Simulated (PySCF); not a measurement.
# SrGa: bond curves at several levels of theory

The task here is to estimate one member of a computed series from the others.

Program: PySCF 2.14.0. Level of theory: Sr def2-SVP with ECP28, Ga def2-SVP, scalar-relativistic core potentials. These are calculated values, not measurements.

Set-up of the first run:

The job is set up so:

```yaml
atoms: Sr, Ga
charge: 0
basis: Sr def2-SVP with ECP28, Ga def2-SVP
Hamiltonian: scalar-relativistic core potentials
basis_functions: 55
electrons_treated: 41
masses_in_u: 87.9056, 68.9256
levels: PBE0, PBE, r²SCAN, MN15, BLYP, PBEsol, HF, MP2, SCS-MP2
grid: 80 radial by 434 angular points
occupations: held fixed by the projection of orbital angular momentum
dissociation_limit: Sr + Ga, each in its ground configuration
starting_distance_in_angstrom: 2.915
values_of_2S_to_try: 1, 3
```

The run is started by

```bash
> OMP_NUM_THREADS=1 python dia.py task.json out
```

Steps of the session up to this table: Set-up; PBE0 along the bond; Excited determinants; PBE (GGA); r²SCAN (meta-GGA); MN15 (hybrid meta-GGA); BLYP (GGA); PBEsol (GGA); ROHF (mean field).

One table of the session follows, with a row left open; its other results are not shown here.

```
       level  Re (Å)  ωe (cm⁻¹)  De (eV)
        ROHF   4.061       29.3    0.030
    ROHF-MP2   3.339      101.4    0.377
ROHF-SCS-MP2   3.389       91.8    0.290
         PBE   3.276      115.8     0.75
      PBEsol   3.232      121.3     0.85
        BLYP   3.327      107.0     0.56
      r²SCAN       ?          ?        ?
        PBE0   3.282      114.0     0.63
        MN15   3.372       95.7     0.55
```

Estimate the missing values for r²SCAN.

As computed: Re (Å): 3.244; ωe (cm⁻¹): 122.7; De (eV): 0.82. In the column «Re (Å)» it lies between PBEsol (3.232) and PBE (3.276).

De is counted to Sr + Ga in their ground configurations.
